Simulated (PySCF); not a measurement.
# H2O4Os (Os(O)2(OH)2): the cost of one run

Method: PBE0, Os def2-SVP with ECP60, O def2-SVP, H def2-SVP; scalar-relativistic core potentials, no spin–orbit coupling; program: PySCF 2.14.0.

2 further runs of the same task are left out: 2 for a known fault of the program.

**1. Starting geometry**

7 atoms, charge 0, spin multiplicity 1.

Bond lengths: Os1–O2 1.686 Å, Os1–O3 1.686 Å, Os1–O4 1.884 Å, Os1–O6 1.884 Å, O4–H5 0.975 Å, O6–H7 0.975 Å. Angles: O2–Os1–O3 122.9°, O2–Os1–O4 110.7°, O2–Os1–O6 110.5°, O3–Os1–O4 110.5°, O3–Os1–O6 110.7°, O4–Os1–O6 85.4°, Os1–O4–H5 114.2°, Os1–O6–H7 114.2°.

Coordinates:

```
atom    x (Å)    y (Å)    z (Å)
 Os1   0.0000   0.0000   0.3112
  O2   1.0603   1.0335   1.1169
  O3  -1.0603  -1.0335   1.1169
  O4   0.8896  -0.9177  -1.0733
  H5   0.6166  -0.6508  -1.9703
  O6  -0.8896   0.9177  -1.0733
  H7  -0.6166   0.6508  -1.9703
```

Formal oxidation states: Os +6. An earlier session relaxed this geometry at PBE0, Os def2-SVP with ECP60, O def2-SVP, H def2-SVP (singlet, point group C2v).

Its energy there is -392.233918 Eh.

**2. Atoms moved at random, σ = 0.03 Å**

File run.py (the lines that set the calculation):

```python
mol = gto.M(atom='''
Os     0.00583     0.03597     0.38929
O      1.05431     0.98925     1.13725
O     -1.00648    -1.05961     1.09077
O      0.86908    -0.93220    -1.11533
H      0.58092    -0.65413    -1.95253
O     -0.86820     0.97528    -1.12968
H     -0.63547     0.64545    -1.96189''',
    basis={'Os': 'def2-SVP', 'O': 'def2-SVP', 'H': 'def2-SVP'},
    ecp={'Os': 'def2-SVP'},
    charge=0, spin=0)
mf = dft.RKS(mol, xc='PBE0')
mf.grids.atom_grid = (50, 194)
mf = mf.density_fit()  # fitting sets: Os def2-universal-JKFIT, O def2-universal-JKFIT, H def2-universal-JKFIT
mf.conv_tol = 1e-08; mf.max_cycle = 55
mf.kernel(dm0)  # dm0: the density of the relaxed state
```

On the command line:

```sh
OMP_NUM_THREADS=2 python run.py
```

**Question.** How long does this run take on 2 threads of Arm Neoverse V1, shared host?

About 3.3 s.
